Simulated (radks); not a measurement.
# Br⁺ in [Ar] 3d10 4s1 4p4 5s1: an all-electron calculation

An exercise on one series of results from a longer session: the logs are not shown, and one member is left open.

The numbers are computed with radks (a radial shooting solver on a logarithmic mesh, Libxc functionals) version 1 (Dirac Kohn-Sham, BLYP, spin-unpolarised, spherical densities, finite nucleus; open shells are shared between the two j in proportion to 2j + 1), except any that are marked as measured or tabulated.

## The atom as given

| Item | Value |
| --- | --- |
| element | bromine (Z = 35) |
| charge | +1 |
| electrons | 34 |
| configuration | [Ar] 3d10 4s1 4p4 5s1 |
| nuclear rms radius | 4.1629 fm |

Outer shells as boxes (Hund's rule):

Br⁺
```
[Ar] core
3d [↑↓][↑↓][↑↓][↑↓][↑↓]
4s [↑ ]
4p [↑↓][↑ ][↑ ]
5s [↑ ]
```

Set-up of the first run:

The run's settings:

```text
Z 35
configuration [Ar] 3d10 4s1 4p4 5s1
relativity Dirac
functional b88,lyp
spin unpolarised
j_filling average
nucleus finite rms 4.1629 fm
c 137.035999084
```

Steps of the session up to this table: Self-consistent calculation.

One table of the session follows, with a row left open; its other results are not shown here.

It belongs to the step «Orbitals and density». Sizes of the orbitals, from the radial functions (bohr):

```
level      <r>  outermost maximum (interpolated)  90 % within  nodes
1s1/2  0.04274                            0.0279       0.0764      0
2s1/2   0.1893                             0.159        0.293      1
2p1/2   0.1627                             0.125        0.266      0
2p3/2   0.1666                             0.128        0.272      0
3s1/2   0.5513                             0.484        0.821      2
3p1/2   0.5567                             0.475        0.851      1
3p3/2   0.5673                             0.484        0.867      1
3d3/2   0.5862                             0.429        0.966      0
3d5/2   0.5903                             0.431        0.972      0
4s1/2    1.586                              1.38         2.33      3
4p1/2    1.841                              1.55         2.77      2
4p3/2        ?                                 ?            ?      ?
5s1/2    4.299                              3.84         6.23      4
```

**Question.** Estimate the row for 4p3/2.

As computed: <r>: 1.874; outermost maximum (interpolated): 1.58; 90 % within: 2.81; nodes: 2. In the column «<r>» it lies between 4p1/2 (1.841) and 5s1/2 (4.299).
